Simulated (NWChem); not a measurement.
# C3H6B (SMILES [BH]CC=C) at 5 levels

We compute a comparison of 5 runs (UHF/STO-3G, UHF/3-21G, UB2PLYP/6-31G, UB3LYP/6-31G*) of C3H6B. 

Program for the calculation: NWChem 7.3.0.

### 1 Starting point

C3H6B: 10 atoms, total charge 0, spin state doublet. As SMILES, `[BH]CC=C`. The shape is that of a GFN2-xTB optimisation.

Bond lengths: B1–C2 1.558 Å, C2–C3 1.499 Å, C3–C4 1.320 Å, B1–H5 1.165 Å, C2–H6 1.099 Å, C2–H7 1.097 Å, C3–H8 1.082 Å, C4–H9 1.077 Å, C4–H10 1.079 Å. Some angles: B1–C2–C3 117.1°, C2–C3–C4 124.6°, B1–C2–H6 105.5°, B1–C2–H7 110.5°, C3–C2–H6 108.1°, C3–C2–H7 108.9°, C2–B1–H5 125.1°, C2–C3–H8 115.4°, C4–C3–H8 120.0°, C3–C4–H9 122.1°.

### 2 Energy and forces at UHF/STO-3G (run 1)

File c3h6b.xyz:

```xyz
10
C3H6B hf
B     -1.844200    -0.064300    -0.811520
C     -0.522940     0.561320    -0.274150
C      0.265650    -0.250380     0.708400
C      1.488500    -0.699660     0.498160
H     -2.490230     0.374300    -1.676120
H     -0.819270     1.498670     0.216910
H      0.132470     0.846500    -1.106220
H     -0.243610    -0.479990     1.635500
H      2.011720    -1.297670     1.225110
H      2.021910    -0.488790    -0.416070
```

File c3h6b.nw:

```
start c3h6b
title "C3H6B hf"
memory total 2200 mb

geometry noautosym nocenter noautoz
  load format xyz c3h6b.xyz
end

basis spherical bse
  * library STO-3G
end

scf
  nopen 1
  uhf
  thresh 1e-08
  maxiter 80
end

task scf gradient
```

Launch:

```
$ nwchem c3h6b.nw > c3h6b.out
```

Log:

```text
[...]
  functions       =    26
[...]
  wavefunction    = UHF
[...]
         Total SCF energy =   -139.943388675289
      One electron energy =   -378.280444387400
      Two electron energy =    142.589702362089
 Nuclear repulsion energy =     95.747353350021
                       Sz =      0.5000
                 Sz(Sz+1) =      0.7500
                      S^2 =      0.9877
[...]
                         UHF ENERGY GRADIENTS
    atom               coordinates                        gradient
                 x          y          z           x          y          z
   1 B      -3.485033  -0.121509  -1.533550    0.010700   0.007889   0.002406
   2 C      -0.988213   1.060741  -0.518068   -0.003345  -0.023914   0.012367
   3 C       0.502006  -0.473150   1.338682    0.015054   0.003942  -0.013776
   4 C       2.812857  -1.322166   0.941386   -0.021358   0.007716   0.003750
   5 H      -4.705852   0.707324  -3.167408   -0.002689  -0.001279  -0.000686
   6 H      -1.548196   2.832076   0.409900   -0.000971   0.002474   0.004067
   7 H       0.250332   1.599653  -2.090453    0.006046   0.000229  -0.004608
   8 H      -0.460356  -0.907050   3.090647   -0.000341   0.001341  -0.002470
   9 H       3.801600  -2.452241   2.315122   -0.002017   0.001492  -0.002404
  10 H       3.820856  -0.923679  -0.786258   -0.001080   0.000110   0.001354
[...]
```

Wall time 5.1 s (1 thread of Intel Xeon 6975P-C (Granite Rapids), shared host); peak memory 0.099 GiB.

### 3 Energy and forces at UHF/3-21G (run 2)

File run.py:

```python
from ase import Atoms
from ase.calculators.nwchem import NWChem

system = Atoms(['B', 'C', 'C', 'C', 'H', 'H', 'H', 'H', 'H', 'H'], positions=[
    [-1.844200, -0.064300, -0.811520],
    [-0.522940, 0.561320, -0.274150],
    [0.265650, -0.250380, 0.708400],
    [1.488500, -0.699660, 0.498160],
    [-2.490230, 0.374300, -1.676120],
    [-0.819270, 1.498670, 0.216910],
    [0.132470, 0.846500, -1.106220],
    [-0.243610, -0.479990, 1.635500],
    [2.011720, -1.297670, 1.225110],
    [2.021910, -0.488790, -0.416070],
])

calc = NWChem(
    label='c3h6b',
    theory='scf',
    memory='2200 mb',
    basis='3-21G',
    basispar='spherical bse',
    scf={'nopen': '1', 'uhf': None, 'thresh': '1e-08', 'maxiter': '80'},
)
system.calc = calc

forces = system.get_forces()
print(f"energy = {system.get_potential_energy():.6f} eV")
print("forces (eV/A):")
for s, f in zip(system.symbols, forces):
    print(f"{s:2s} {f[0]:10.5f} {f[1]:10.5f} {f[2]:10.5f}")
```

Launch:

```
$ export ASE_NWCHEM_COMMAND="nwchem PREFIX.nwi > PREFIX.nwo"
$ python run.py
```

Log:

```text
energy = -3833.818713 eV
forces (eV/A):
B     0.04854   -0.33234    0.34957
C     0.44639    0.42017   -0.04983
C     0.14933   -0.46630    0.39384
C     0.05384   -0.01260    0.01944
H    -0.41724    0.18275   -0.52065
H    -0.00319    0.05692   -0.17412
H    -0.25140    0.08238    0.09523
H     0.15699    0.00396   -0.17103
H    -0.09431    0.10038   -0.07528
H    -0.08901   -0.03533    0.13287
```

The calculator wrote c3h6b.nwi:

```
title "c3h6b"

permanent_dir c3h6b

scratch_dir c3h6b

start c3h6b

geometry units angstrom nocenter noautosym noautoz
  B  -1.8442000000000001e+00 -6.4299999999999996e-02 -8.1152000000000002e-01
  C  -5.2293999999999996e-01 5.6132000000000004e-01 -2.7415000000000000e-01
  C  2.6565000000000000e-01 -2.5037999999999999e-01 7.0840000000000003e-01
  C  1.4884999999999999e+00 -6.9965999999999995e-01 4.9815999999999999e-01
  H  -2.4902299999999999e+00 3.7430000000000002e-01 -1.6761200000000001e+00
  H  -8.1927000000000005e-01 1.4986699999999999e+00 2.1690999999999999e-01
  H  1.3247000000000000e-01 8.4650000000000003e-01 -1.1062200000000000e+00
  H  -2.4360999999999999e-01 -4.7999000000000003e-01 1.6355000000000000e+00
  H  2.0117200000000000e+00 -1.2976700000000001e+00 1.2251099999999999e+00
  H  2.0219100000000001e+00 -4.8879000000000000e-01 -4.1607000000000000e-01
end

memory 2200 mb

basis spherical bse noprint
   * library 3-21G
end

scf
  nopen 1
  uhf
  thresh 1e-08
  maxiter 80
end

task scf gradient
```

c3h6b.nwo:

```text
Northwest Computational Chemistry Package (NWChem) 7.3.0
             --------------------------------------------------------

           Job information
           ---------------

    nwchem branch   = 7.3.0
    use scalapack   = T
    input           = c3h6b.nwi
    prefix          = c3h6b.
    data base       = c3h6b/c3h6b.db
    status          = startup
    nproc           =        1

           Memory information
           ------------------

    heap     =     72089598 doubles =      550.0 Mbytes
    stack    =     72089595 doubles =      550.0 Mbytes
    global   =    144179200 doubles =     1100.0 Mbytes (distinct from heap & stack)
    total    =    288358393 doubles =     2200.0 Mbytes
    verify   = yes
    hardfail = no

[... 135 lines left out ...]
 Convergence threshold     :          1.000E-08
[... 19 lines left out ...]
       Final UHF  results
[... 3 lines left out ...]
      One electron energy =   -377.725542629338
[... 1 line left out ...]
 Nuclear repulsion energy =     95.747353350021
[... 37 lines left out ...]
          Final beta eigenvalues
[... 198 lines left out ...]
                     UHF Final Beta Molecular Orbital Analysis
[... 235 lines left out ...]
                         UHF ENERGY GRADIENTS

    atom               coordinates                        gradient
                 x          y          z           x          y          z
   1 B      -3.485033  -0.121509  -1.533550   -0.000944   0.006463  -0.006798
   2 C      -0.988213   1.060741  -0.518068   -0.008681  -0.008171   0.000969
   3 C       0.502006  -0.473150   1.338682   -0.002904   0.009068  -0.007659
[... 6 lines of this table left out ...]
  10 H       3.820856  -0.923679  -0.786258    0.001731   0.000687  -0.002584

                 ----------------------------------------
                 |  Time  |  1-e(secs)   |  2-e(secs)   |
                 ----------------------------------------
                 |  CPU   |       0.00   |       0.15   |
                 ----------------------------------------
                 |  WALL  |       0.00   |       0.15   |
                 ----------------------------------------

 Task  times  cpu:        6.7s     wall:        6.7s
 Total times  cpu:        6.7s     wall:        6.7s
```

Run time: 7.8 s. Hardware: 1 thread of Intel Xeon 6975P-C (Granite Rapids), shared host; peak memory 0.094 GiB.

Runs 3 to 4 aren't shown in full; the table further down has their settings and results.

### 4 Energy and gradient at UB3LYP/6-31G(d) (Cartesian functions) (run 5)

File input.nw:

```
START input
memory stack 880 mb heap 220 mb global 1100 mb
charge 0

GEOMETRY noautosym nocenter noautoz
  B     -1.844200    -0.064300    -0.811520
  C     -0.522940     0.561320    -0.274150
  C      0.265650    -0.250380     0.708400
  C      1.488500    -0.699660     0.498160
  H     -2.490230     0.374300    -1.676120
  H     -0.819270     1.498670     0.216910
  H      0.132470     0.846500    -1.106220
  H     -0.243610    -0.479990     1.635500
  H      2.011720    -1.297670     1.225110
  H      2.021910    -0.488790    -0.416070
END

BASIS
  * library 6-31G*
END

DFT
  xc b3lyp
  mult 2
  grid xfine
  convergence energy 1e-08
  iterations 100
  mulliken
END

TASK dft gradient
```

Launch:

```
$ nwchem input.nw > input.out
```

Log:

```text
[...]
          Wavefunction type:  spin polarized.
          No. of atoms     :    10
          No. of electrons :    29
[...]
          Charge           :     0
          Spin multiplicity:     2
[...]
          AO basis - number of functions:    72
[...]
              XC Information
              --------------
                         B3LYP Method XC Potential
                     Hartree-Fock (Exact) Exchange  0.200
                        Slater Exchange Functional  0.800 local
                    Becke 1988 Exchange Functional  0.720 non-local
              Lee-Yang-Parr Correlation Functional  0.810
                  VWN I RPA Correlation Functional  0.190 local
[...]
 d= 0,ls=0.0,diis     1   -142.6050560978 -2.38D+02  6.51D-03  1.09D-01     3.9
[...]
 d= 0,ls=0.0,diis    12   -142.6582685270 -1.96D-09  1.23D-06  2.00D-10    47.1
[...]
         Total DFT energy =     -142.658268527010
      One electron energy =     -379.408538483436
           Coulomb energy =      163.547673174301
    Exchange-Corr. energy =      -22.544756567896
 Nuclear repulsion energy =       95.747353350021
[...]
      <S2> =      0.7511 (Exact =     0.7500)
[...]
  wavefunction    = open shell
                         DFT ENERGY GRADIENTS
    atom               coordinates                        gradient
                 x          y          z           x          y          z
   1 B      -3.485033  -0.121509  -1.533550   -0.009121   0.001762  -0.011535
   2 C      -0.988213   1.060741  -0.518068   -0.001135   0.006400  -0.001581
   3 C       0.502006  -0.473150   1.338682    0.010094  -0.002208  -0.000895
   4 C       2.812857  -1.322166   0.941386   -0.009812   0.003934   0.000142
   5 H      -4.705852   0.707324  -3.167408    0.010045  -0.004566   0.012501
   6 H      -1.548196   2.832076   0.409900    0.003730  -0.006399   0.001223
   7 H       0.250332   1.599653  -2.090453    0.000757  -0.003560   0.004354
   8 H      -0.460356  -0.907050   3.090647    0.001866   0.002219  -0.005071
   9 H       3.801600  -2.452241   2.315122   -0.003220   0.003791  -0.005030
  10 H       3.820856  -0.923679  -0.786258   -0.003203  -0.001372   0.005893
[...]
```

It took 53 s on 1 thread of Intel Xeon 6975P-C (Granite Rapids), shared host; peak memory 0.15 GiB.

### 5 All runs side by side

```
run                                level      task  iteration cap  energy (Eh)  dipole moment (D)  HOMO energy (eV)  LUMO energy (eV)  wall time
  1                           UHF/STO-3G  gradient             80  -139.943389               0.26             -7.54              6.81      5.1 s
  2                            UHF/3-21G  gradient             80  -140.890240               0.68             -8.89              2.34      7.8 s
  3                        UB2PLYP/6-31G    energy            100  -142.384598               0.75             -6.65              0.26       34 s
  4  UB3LYP/6-31G* (spherical functions)  gradient            100  -142.655461               0.82             -5.14             -1.41       49 s
  5  UB3LYP/6-31G* (Cartesian functions)  gradient            100  -142.658269               0.82             -5.14             -1.41       53 s
```

### 6 What came out

| quantity | value |
| --- | --- |
| run 5: total energy | -142.65827 Eh |
| run 5: dipole moment | 0.82 D |
| run 5: HOMO energy (highest over α and β) | -5.14 eV |
| run 5: LUMO energy (lowest over α and β) | -1.41 eV |
| run 5: ⟨S²⟩ | 0.751 |
| run 5: largest force on an atom | 0.857 eV/Å |

In words: The dipole moment (its size) runs from 0.26 D (UHF/STO-3G) to 0.82 D (UB3LYP/6-31G*). The two ends differ in method and basis. Totals of different functionals can't be ranked against each other. In run 1 the basis is minimal, so the values are rough. Spin contamination of the reference: run 1 ⟨S²⟩ = 0.99. All runs together took 2.5 min, the longest 53 s.
